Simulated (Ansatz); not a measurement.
I need a single point from a YAML input of Sr2MgH6, space group P-3m1. Use the Ansatz DFT code, driven from Python. Level of theory: LDA, PAW, cutoff 470 eV, 4×4×4 k-points, fixed occupations.

The script reads `sr2mgh6.yaml`:
```yaml
crystal:
  lattice:
    - [5.475438, 0.0, 0.0]
    - [-2.737719, 4.741869, 0.0]
    - [0.0, 0.0, 4.188468]
  atoms:
    - { symbol: Sr, position: [0.666667, 0.333333, 0.263533] }
    - { symbol: Sr, position: [0.333333, 0.666667, 0.736467] }
    - { symbol: Mg, position: [0.0, 0.0, 0.0] }
    - { symbol: H, position: [0.823459, 0.646919, 0.765248] }
    - { symbol: H, position: [0.823459, 0.176541, 0.765248] }
    - { symbol: H, position: [0.353081, 0.176541, 0.765248] }
    - { symbol: H, position: [0.176541, 0.353081, 0.234752] }
    - { symbol: H, position: [0.176541, 0.823459, 0.234752] }
    - { symbol: H, position: [0.646919, 0.823459, 0.234752] }
kpoints:
  mp_grid: { grid: [4, 4, 4] }
hamiltonian:
  xc: lda
scf:
  occupations: { method: fixed }
basis:
  ecutwfc: "470 eV"
output:
  forces: true
```

Script `yaml_run_sr2mgh6.py`:
```python
'''Run a YAML input for Sr2MgH6 from Python.'''

import warnings

import ansatz as az
import numpy as np
import yaml

warnings.simplefilter('ignore', az.DeckWarning)

with open('sr2mgh6.yaml') as handle:
    tree = yaml.safe_load(handle)
print('sections:', list(tree))
planned = az.Session.from_dict(tree).plan(threads=1, pin='off')
result = planned.execute()
report = result.report

print(f'free energy      {report["free_energy_ev"]:.5f} eV')
print(f'per atom         {report["free_energy_ev"] / len(result.lattice.sites):.5f} eV')
print(f'SCF iterations   {report["n_iterations"]}  (converged: {report["converged"]})')

# forces, one row an atom
forces = np.array(report['forces_ev_ang'])
norms = np.linalg.norm(forces, axis=1)
print('largest force {:.4f} eV/A on atom {}'.format(norms.max(), norms.argmax()))
print(np.array2string(forces, precision=4, suppress_small=True))

print('doubts on the final state:', report['published_state_doubts'] or 'none')
print('warnings:', sorted({n['data']['kind'] for n in result.notices if n['data'].get('severity') in ('warning', 'doubt')}) or 'none')
```

Output of `python yaml_run_sr2mgh6.py`:
```text
sections: ['crystal', 'kpoints', 'hamiltonian', 'scf', 'basis', 'output']
free energy      -8888.49269 eV
per atom         -987.61030 eV
SCF iterations   6  (converged: True)
largest force 0.0995 eV/A on atom 3
[[ 0.     -0.     -0.0593]
 [-0.      0.      0.0593]
 [ 0.     -0.      0.    ]
 [-0.     -0.0954 -0.0283]
 [-0.0826  0.0477 -0.0283]
 [ 0.0826  0.0477 -0.0283]
 [ 0.      0.0954  0.0283]
 [ 0.0826 -0.0477  0.0283]
 [-0.0826 -0.0477  0.0283]]
doubts on the final state: none
warnings: none
```

Notes:
- Absolute energies stand on the zero of these potentials, so only differences at equal settings mean something.
- The structure comes from a database of computed cells and needn't be a stable or known phase.
- Timing: 2.4 s on 1 thread of Arm Neoverse V1 (shared host), peak memory 0.39 GiB.

(Lines on the test bed's own set-up are left out of the output.)
